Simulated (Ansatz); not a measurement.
Geometry optimisation, DFT PBE, scalar-relativistic, plane waves, PAW (Ansatz 0.2.0).

Input:

```yaml
accuracy: low
crystal:
  lattice:
    - [0.0, 3.902, 3.902]
    - [3.902, 0.0, 3.902]
    - [3.902, 3.902, 0.0]
  atoms:
    - { symbol: Mg, position: [0.0, 0.0, 0.0] }
    - { symbol: O, position: [0.25, 0.25, 0.25] }
    - { symbol: Mg, position: [0.0, 0.0, 0.5] }
    - { symbol: O, position: [0.25, 0.25, 0.75] }
    - { symbol: Mg, position: [0.0, 0.5, 0.0] }
    - { symbol: O, position: [0.25, 0.75, 0.25] }
    - { symbol: Mg, position: [0.0, 0.5, 0.5] }
    - { symbol: O, position: [0.25, 0.75, 0.75] }
    - { symbol: Mg, position: [0.5, 0.0, 0.0] }
    - { symbol: O, position: [0.75, 0.25, 0.25] }
    - { symbol: Mg, position: [0.5, 0.0, 0.5] }
    - { symbol: O, position: [0.75, 0.25, 0.75] }
    - { symbol: Mg, position: [0.5, 0.5, 0.0] }
    - { symbol: O, position: [0.75, 0.75, 0.25] }
    - { symbol: Mg, position: [0.5, 0.5, 0.5] }
    - { symbol: O, position: [0.75, 0.75, 0.75] }
    - { symbol: H, position: [0.6243466, 0.6291161, 0.6488104], spin: 1.0 }
magnetization:
  spin_polarized: true
basis:
  ecutwfc: 420.0
kpoints:
  mp_grid: { grid: [2, 2, 2] }
hamiltonian:
  xc: pbe
  pseudopotentials: { kind: paw, azcp: { folder: soft_1 } }
scf:
  occupations: { method: fermi_dirac, width: 0.02 }
  lower_state_search: "off"
relax:
  f_tol: 0.08
  max_steps: 25
  adjacent_minimum: "off"
```

Command:

```bash
$ ansatz run input.yaml --threads 1 --pin off --max-ram 3072MiB --backend cpu --events-out ev --progress --plain --runs-dir out
```

**Question.** Where does it end, and by what steps?

**Answer.** The run converged. Limits of this set-up: coarse k mesh, a small cell, in which the defect meets its images, low accuracy level. After 3 steps the energy has fallen by 0.417 eV; H17 moved furthest, 0.13 Å.

```json
{"step": "0", "energy less start (eV)": "0.0000", "largest force component (eV/Å)": "1.683", "accepted": "yes"}
{"step": "1", "energy less start (eV)": "-0.2753", "largest force component (eV/Å)": "0.902", "accepted": "yes"}
{"step": "2", "energy less start (eV)": "-0.4144", "largest force component (eV/Å)": "0.100", "accepted": "yes"}
{"step": "3", "energy less start (eV)": "-0.4167", "largest force component (eV/Å)": "0.017", "accepted": "yes"}
```

```xyz
17
Lattice="0.0000 3.9020 3.9020 3.9020 0.0000 3.9020 3.9020 3.9020 0.0000" Properties=species:S:1:pos:R:3
Mg 0.012 0.011 0.006
O 1.957 1.956 1.952
Mg 1.952 1.951 0.006
O 3.908 3.907 1.952
Mg 1.953 0.010 1.947
O 3.908 1.956 3.903
Mg 3.901 1.964 1.959
O 5.899 3.868 3.864
Mg 0.011 1.952 1.947
O 1.957 3.907 3.903
Mg 1.965 3.900 1.959
O 3.869 5.898 3.864
Mg 1.965 1.964 3.895
O 3.869 3.868 5.893
Mg 3.901 3.900 3.895
O 5.898 5.897 5.893
H 4.884 4.883 4.878
```

Whether the end is a true minimum wasn't checked by a vibrational analysis.

Run time: 29 s on 1 thread of Intel(R) Xeon(R) Platinum 8259CL CPU @ 2.50GHz (Skylake/Cascade Lake) (shared host), peak memory 0.5 GiB.
